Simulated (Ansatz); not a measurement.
# CH4F2GeS: basis-set convergence

One table from this session's results is given with a row withheld; the runs are named, their logs left out.

Computed with Ansatz 0.2.0, Gaussian basis. Level: one geometry, several basis sets.

Plan: PBE0-D4/def2-SVP; ωB97M-V/def2-SVP; PBE0-D4/def2-QZVPP; ωB97M-V/def2-QZVPP; the functionals' def2-TZVPP values are taken from earlier runs.

**The geometry**

All runs share one geometry, relaxed beforehand with PBE0-D4 in a triple-zeta def2 set.

SMILES `C[S][GeH]([F])[F]`, 9 atoms, charge 0, spin multiplicity 1.

Atoms are counted from 1 here; the program's logs count them from 0.

Bond lengths: C1–S2 1.821 Å, C1–H6 1.090 Å, C1–H7 1.089 Å, C1–H8 1.089 Å, S2–Ge3 2.178 Å, Ge3–F4 1.729 Å, Ge3–F5 1.721 Å, Ge3–H9 1.530 Å. Angles: S2–C1–H6 111.7°, S2–C1–H7 105.8°, S2–C1–H8 111.0°, H6–C1–H7 108.6°, H6–C1–H8 110.5°, H7–C1–H8 109.1°, C1–S2–Ge3 97.8°, S2–Ge3–F4 109.4°, S2–Ge3–F5 107.1°, S2–Ge3–H9 118.6°, F4–Ge3–F5 105.8°, F4–Ge3–H9 106.2°, F5–Ge3–H9 109.1°.

The first run:

File in.yaml:

```yaml
crystal:
  periodic: [false, false, false]
  atoms:
    - {symbol: C, position_ang: [-1.464168, -0.339989, -0.414768]}
    - {symbol: S, position_ang: [0.098452, -1.267578, -0.530030]}
    - {symbol: Ge, position_ang: [1.385602, 0.203574, 0.430447]}
    - {symbol: F, position_ang: [1.314210, 1.691244, -0.448540]}
    - {symbol: F, position_ang: [3.004407, -0.358242, 0.268732]}
    - {symbol: H, position_ang: [-1.743593, -0.149398, 0.621289]}
    - {symbol: H, position_ang: [-2.221718, -0.979374, -0.866535]}
    - {symbol: H, position_ang: [-1.406959, 0.592874, -0.972858]}
    - {symbol: H, position_ang: [1.122265, 0.560589, 1.895164]}
basis:
  gaussian: {orbitals: def2-SVP}
hamiltonian: {xc: pbe0, dispersion: d4}
output: {orbitals: {seedname: orbitals}}
```

Among the steps run: PBE0-D4 in def2-SVP; ωB97M-V in def2-SVP; PBE0-D4 in def2-QZVPP; ωB97M-V in def2-QZVPP.

One of the session's tables, all rows but one given; the rest of the session is left out.

It belongs to the step «Density functionals: the series». 

| functional | basis | HOMO (eV) |
| --- | --- | --- |
| PBE0-D4 | def2-SVP | -7.58 |
| PBE0-D4 | def2-TZVPP | -7.65 |
| PBE0-D4 | def2-QZVPP | ? |
| ωB97M-V | def2-SVP | -9.76 |
| ωB97M-V | def2-TZVPP | -9.86 |
| ωB97M-V | def2-QZVPP | -9.89 |

Estimate the missing values for PBE0-D4, def2-QZVPP.

As computed: HOMO (eV): -7.68. In the column «HOMO (eV)» it lies between ωB97M-V, def2-SVP (-9.76) and PBE0-D4, def2-TZVPP (-7.65).
